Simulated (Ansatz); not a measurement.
# CH7SbSi: one species, many methods

The task here is to estimate one member of a computed series from the others.

Computed with Ansatz 0.2.0, Gaussian basis. Level: functionals in def2-TZVPP, the program's frozen cores in correlated methods.

The runs, in order: LDA (SPW92), PBE-D4, revPBE-D4, BLYP-D4, r2SCAN-D4, B97M-V, PBE0-D4, B3LYP-D4, r2SCANh-D4, r2SCAN0-D4, HSE06-D4, BHLYP-D4, CAM-B3LYP-D4, LC-ωPBE, ωB97X-V, ωB97M-V, B2PLYP, PBE-QIDH; CCSD(T)/def2-SVP; CCSD(T)/def2-TZVPP; MP2/def2-QZVPP; extrapolation to the limit; RPA on PBE.

## The geometry

An earlier PBE0-D4 in a triple-zeta def2 set relaxation fixed the geometry. Sb takes the def2 core potential; no spin-orbit term is included.

SMILES `[CH3][SbH][SiH3]`, 10 atoms, charge 0, spin multiplicity 1.

Atoms are counted from 1 here; the program's logs count them from 0.

Bond lengths: C1–Sb2 2.169 Å, C1–H4 1.088 Å, C1–H5 1.090 Å, C1–H6 1.090 Å, Sb2–Si3 2.571 Å, Sb2–H7 1.712 Å, Si3–H8 1.487 Å, Si3–H9 1.489 Å, Si3–H10 1.489 Å. Angles: Sb2–C1–H4 111.2°, Sb2–C1–H5 108.5°, Sb2–C1–H6 108.6°, H4–C1–H5 109.7°, H4–C1–H6 109.8°, H5–C1–H6 109.0°, C1–Sb2–Si3 93.8°, C1–Sb2–H7 94.3°, Si3–Sb2–H7 90.6°, Sb2–Si3–H8 110.3°, Sb2–Si3–H9 109.1°, Sb2–Si3–H10 111.8°, H8–Si3–H9 108.4°, H8–Si3–H10 109.0°, H9–Si3–H10 108.3°.

The first run:

Input file in.yaml:

```yaml
crystal:
  periodic: [false, false, false]
  atoms:
    - {symbol: C, position_ang: [-0.973403, 1.240859, -0.736081]}
    - {symbol: Sb, position_ang: [-0.667203, -0.893588, -0.971156]}
    - {symbol: Si, position_ang: [0.816725, -1.083587, 1.119352]}
    - {symbol: H, position_ang: [-0.036479, 1.751024, -0.521531]}
    - {symbol: H, position_ang: [-1.675717, 1.401781, 0.081707]}
    - {symbol: H, position_ang: [-1.405132, 1.633057, -1.656398]}
    - {symbol: H, position_ang: [0.718025, -0.717347, -1.961558]}
    - {symbol: H, position_ang: [1.537969, -2.384488, 1.122521]}
    - {symbol: H, position_ang: [-0.042658, -1.020660, 2.333198]}
    - {symbol: H, position_ang: [1.810973, 0.021750, 1.192945]}
basis:
  gaussian: {orbitals: def2-TZVPP}
hamiltonian: {xc: lda}
output: {orbitals: {seedname: orbitals}}
```

Run with:

```bash
ansatz run in.yaml --threads 4 --pin off --events-out ev --progress --plain --max-ram 10444MiB
```

Steps of the session up to this table: LDA; PBE-D4 (GGA); revPBE-D4 (GGA); BLYP-D4 (GGA); r2SCAN-D4 (meta-GGA); B97M-V (meta-GGA); B3LYP-D4 (hybrid); r2SCANh-D4 (hybrid); r2SCAN0-D4 (hybrid); HSE06-D4 (hybrid); BHLYP-D4 (hybrid); CAM-B3LYP-D4 (range-separated); LC-ωPBE (range-separated); ωB97X-V (range-separated); ωB97M-V (range-separated); B2PLYP (double hybrid); PBE-QIDH (double hybrid).

One table of the session follows, with a row left open; its other results are not shown here.

It belongs to the step «Frontier levels by functional». 

```
  functional  HOMO (eV)  gap (eV)
 LDA (SPW92)      -6.05      4.69
      PBE-D4      -5.92      4.72
   revPBE-D4      -5.87      4.75
     BLYP-D4      -5.78      4.67
   r2SCAN-D4      -6.13      5.20
      B97M-V      -6.13      5.00
     PBE0-D4      -6.87      6.41
    B3LYP-D4          ?         ?
  r2SCANh-D4      -6.48      5.81
  r2SCAN0-D4      -7.01      6.72
    HSE06-D4      -6.48      5.66
    BHLYP-D4      -7.70      7.98
CAM-B3LYP-D4      -8.05      8.49
     LC-ωPBE      -9.27     10.78
     ωB97X-V      -8.98     10.36
     ωB97M-V      -8.87      9.97
```

Estimate the missing values for B3LYP-D4.

Worked estimate for «HOMO (eV)». Against the share of exact exchange, BLYP-D4 (0, -5.78), BHLYP-D4 (0.5, -7.70) give a slope of -3.84 per unit share; at 0.2 the line stands at -6.55.

As computed: HOMO (eV): -6.69; gap (eV): 6.02. In «HOMO (eV)» the line misses by +0.14.
